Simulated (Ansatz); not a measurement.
# Ga2Os: further runs on the relaxed cell

One table from this session's results is given with a row withheld; the runs are named, their logs left out.

Method: DFT r2SCAN, scalar-relativistic, plane waves, PAW, in Ansatz 0.2.0.

1 further run of the same task is left out (set aside as unsound or not needed). Runs told in other sessions of the task aren't counted.

### Starting point

It takes space group Fddd (No. 70, orthorhombic). Conventional cell: a = 4.718 Å, b = 8.257 Å, c = 8.705 Å, α = 90.00°, β = 90.00°, γ = 90.00°. Around Ga (site symmetry 2) lie 5 Os at 2.57 to 2.75 Å and 5 Ga at 2.57 to 2.76 Å. Around Os (site symmetry 222) lie 10 Ga at 2.57 to 2.75 Å.

Coordinates:

```cif
data_structure
_symmetry_space_group_name_H-M 'Fddd:1'
_symmetry_Int_Tables_number 70
_cell_length_a 4.7182
_cell_length_b 8.2570
_cell_length_c 8.7049
_cell_angle_alpha 90.000
_cell_angle_beta 90.000
_cell_angle_gamma 90.000
_cell_volume 339.12
loop_
_atom_site_label
_atom_site_type_symbol
_atom_site_symmetry_multiplicity
_atom_site_Wyckoff_symbol
_atom_site_fract_x
_atom_site_fract_y
_atom_site_fract_z
_atom_site_occupancy
Ga1 Ga 16 f 0.25000 0.58264 0.75000 1
Os1 Os 8 b 0.75000 0.75000 0.75000 1
```

It is the result of an earlier relaxation at this level (volume 14.13 Å³/atom; gap on the mesh: 0.94 eV).

The first run:

input.yaml reads:

```yaml
crystal:
  lattice:
    - [0.0, 4.0867907582, 4.3084762895]
    - [2.3352557495, 0.0, 4.3084762895]
    - [2.3352557495, 4.0867907582, 0.0]
  atoms:
    - { symbol: Ga, position: [0.0826384465, 0.4173615535, 0.0826384465] }
    - { symbol: Ga, position: [0.4173615535, 0.0826384465, 0.4173615535] }
    - { symbol: Ga, position: [0.1673615535, 0.8326384465, 0.1673615535] }
    - { symbol: Ga, position: [0.8326384465, 0.1673615535, 0.8326384465] }
    - { symbol: Os, position: [0.75, 0.75, 0.75] }
    - { symbol: Os, position: [0.5, 0.5, 0.5] }
basis:
  ecutwfc: 500
kpoints:
  mp_grid: { grid: [8, 8, 8] }
hamiltonian:
  xc: r2scan
scf:
  occupations: { method: gaussian, width: 0.02 }
output:
  forces: true
  stress: true
  eigenvalues: true
relax:
  adjacent_minimum: "off"
  f_tol: 0.01
  max_steps: 30
  cell: { stress_tol: 0.1, fix: [volume] }
```

The run is started by

```sh
$ ansatz run input.yaml --threads 1 --pin off --max-ram 2560MiB --backend cpu --events-out ev --progress --plain --runs-dir out
```

Among the steps run: Point at V/V0 = 0.97; Volume × 1.03; The cell scaled to 0.94 of its volume; Point at V/V0 = 1.06; Volume × 0.91; The cell scaled to 1.10 of its volume; Volume × 0.88.

One of the session's tables, all rows but one given; the rest of the session is left out.

It belongs to the step «Fit of the equation of state». 

| volume (Å³/atom) | energy above the lowest point (meV/atom) | pressure (GPa) | gap on the mesh (eV) |
| --- | --- | --- | --- |
| 12.435 | 161.2 | 34.51 | 1.04 |
| 12.858 | 84.9 | 23.48 | 1.01 |
| 13.282 | ? | ? | ? |
| 13.706 | 8.3 | 6.48 | 0.96 |
| 14.130 | 0.0 | 0.00 | 0.94 |
| 14.554 | 7.4 | -5.40 | 0.91 |
| 14.978 | 27.8 | -9.88 | 0.89 |
| 15.543 | 71.4 | -14.62 | 0.86 |

Estimate the missing values for volume (Å³/atom) = 13.282.

Worked estimate for «energy above the lowest point (meV/atom)». A straight line through the neighbours (12.858, 84.9) and (13.706, 8.3) gives 84.9 + (8.3 − 84.9) × (13.282 − 12.858) / (13.706 − 12.858) = 46.6; a parabola fitted to 4 rows on both sides gives 35.2.

**Answer.** energy above the lowest point (meV/atom): 35.4; pressure (GPa): 14.22; gap on the mesh (eV): 0.98. In «energy above the lowest point (meV/atom)» the line misses by +11.2 and the parabola by -0.2.
